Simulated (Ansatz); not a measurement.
The same calculation of TcPt, space group P-6m2 as a Python script and as an input file (Ansatz 0.2.0, Python API).

`run_fermi.py`:
```python
"""Fermi surface readings for TcPt."""

import ansatz as az

XC = "LDA"
KMESH = (9, 9, 5)

cell = (
    az.Lattice.from_parameters(2.782706, 2.782706, 4.485865, alpha=90, beta=90, gamma=120)
    .space_group(187)
    .atom("Tc", [2 / 3, 1 / 3, 0.0])
    .atom("Pt", [0.0, 0.0, 0.5])
)

model = cell.calculation()
model = model.functional(XC).pseudopotentials("paw")
model = model.basis(19 * az.Ha)
model = model.kpoints(*KMESH)
model = model.occupations(az.OccupationsMethod.FERMI_DIRAC).eigenstates(nscf_kmesh=(12, 12, 8), level_slopes=True)
surface = model.run(threads=1, backend="cpu").fermi_surface().to_plain()
for way, reading in surface.items():
    if reading:
        rho_lambda = [f"{v:.3e}" for v in reading["resistivity_times_mean_free_path_ohm_m2"]]
        print(f"{way:24s} area {reading['spin_summed_area_per_ang2']:8.3f} 1/A^2  rho*lambda (ohm m^2) {rho_lambda}")
```

Running `python run_fermi.py` prints:
```text
by_tetrahedra            area   47.621 1/A^2  rho*lambda (ohm m^2) ['6.082e-16', '6.082e-16', '7.222e-16']
by_slopes                area   51.591 1/A^2  rho*lambda (ohm m^2) ['5.264e-16', '5.264e-16', '7.918e-16']
on_every_second_point    area   39.689 1/A^2  rho*lambda (ohm m^2) ['6.926e-16', '6.926e-16', '9.932e-16']
```

`input.yaml`:
```yaml
crystal:
  lattice:
    a: 2.782706
    b: 2.782706
    c: 4.485865
    alpha: 90.0
    beta: 90.0
    gamma: 120.0
  space_group: 187
  atoms:
    - { symbol: Tc, position: [0.6666666666666666, 0.3333333333333333, 0.0] }
    - { symbol: Pt, position: [0.0, 0.0, 0.5] }
basis:
  ecutwfc: 517.016338673772
kpoints:
  mp_grid:
    grid: [9, 9, 5]
hamiltonian:
  xc: lda
  pseudopotentials:
    kind: paw
scf:
  occupations:
    method: fermi_dirac
output:
  eigenstates:
    nscf_kmesh:
      grid: [12, 12, 8]
    de_dk: true
```

What to keep in mind:
- For a metal this k-point mesh is coarse: on a finer one energies can move by several to tens of meV an atom and pressures by half a GPa or more, differences at one mesh by less.
- Spin-orbit coupling, which matters for elements this heavy, is left out.
- This cell is a computed structure, which may not be the phase found in nature.
- The three readings differ by the mesh error.
- Hardware and time: 11 s on 1 thread of Arm Neoverse V1, on a shared host, peak memory 0.36 GiB.
